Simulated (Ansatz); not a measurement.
# Ge2 (singlet): the correlation ladder, cc-pVDZ

One table from this session's results is given with a row withheld; the runs are named, their logs left out.

Program: Ansatz 0.2.0, Gaussian basis. Level of theory: cc-pVDZ, core rule «outside noble gas», up to 28 orbitals frozen. These are calculated values, not measurements.

The runs, in order: UHF; CCSD(T) on RHF; CCSD(T) on UHF; BCCD(T) on RHF; CISD; CCSDT(Q) on RHF; CCSDT(Q) on UHF; CISDTQ; CCSDTQ on RHF; CCSDTQ on UHF; CASSCF and MRCISD+Q, 8 electrons in 8 orbitals; CASSCF and NEVPT2, 8 electrons in 8 orbitals; Full CI.

6 further runs of the same task are left out: 6 set aside as unsound or not needed.

### The system

The geometry is a PBE0/def2-TZVP stationary point (not a proven minimum) of the parent state, kept for this charge and spin. No spin-orbit coupling is included. The filled d shell of Ge may be among the frozen orbitals whatever the setting's name suggests; the logs give the count.

2 atoms, charge 0, spin multiplicity 1.

Atoms are counted from 1 here; the program's logs count them from 0.

Bond lengths: Ge1–Ge2 2.383 Å.

The first run:

File in.yaml:

```yaml
crystal:
  periodic: [false, false, false]
  atoms:
    - {symbol: Ge, position_ang: [0.000000, 0.000000, 0.000000]}
    - {symbol: Ge, position_ang: [0.000000, 0.000000, 2.383102]}
basis:
  gaussian: {orbitals: cc-pVDZ}
magnetization: {spin_polarized: true, initial_magnetization: 0}
hamiltonian: {xc: hf}
output: {orbitals: {seedname: orbitals}}
```

Run with:

```
ansatz run in.yaml --threads 1 --pin off --events-out ev --progress --plain --max-ram 4096MiB --backend cpu
```

Among the steps run: UHF; CCSD(T) on RHF; CCSD(T) on UHF; BCCD(T) on RHF; CISD; CCSDT(Q) on RHF; CCSDT(Q) on UHF; CISDTQ; CCSDTQ on RHF; CCSDTQ on UHF; CASSCF and MRCISD+Q, 8 electrons in 8 orbitals; CASSCF and NEVPT2, 8 electrons in 8 orbitals; Full CI.

One of the session's tables, all rows but one given; the rest of the session is left out.

```
   method  from FCI (kcal/mol)
      RHF              +111.29
     RMP2               +29.19
     CISD               +17.36
    RCCSD                    ?
 RCCSD(T)                +3.61
  BCCD(T)                +3.62
   RCCSDT                +2.08
   CISDTQ                +2.18
RCCSDT(Q)                +0.72
  RCCSDTQ                +0.14
      FCI                    0
```

Estimate the missing values for RCCSD.

The run gave: from FCI (kcal/mol): +8.51. In the column «from FCI (kcal/mol)» it lies between BCCD(T) (+3.62) and CISD (+17.36).

Limits of these values: The report flags that the cluster equations may have other roots. Left out of the table: CASSCF valence, NEVPT2 valence, MRCISD valence, MRCISD+Q valence (the active space lost an orbital or holds another state than full CI finds). Left out of the table: UHF, UMP2, UCCSD, UCCSD(T), UCCSDT, UCCSDT(Q), UCCSDTQ (another determinant or state than the rows shown). The program flags RCCSDTQ as in doubt, so those rows may rest on another solution; read them beside their warnings.
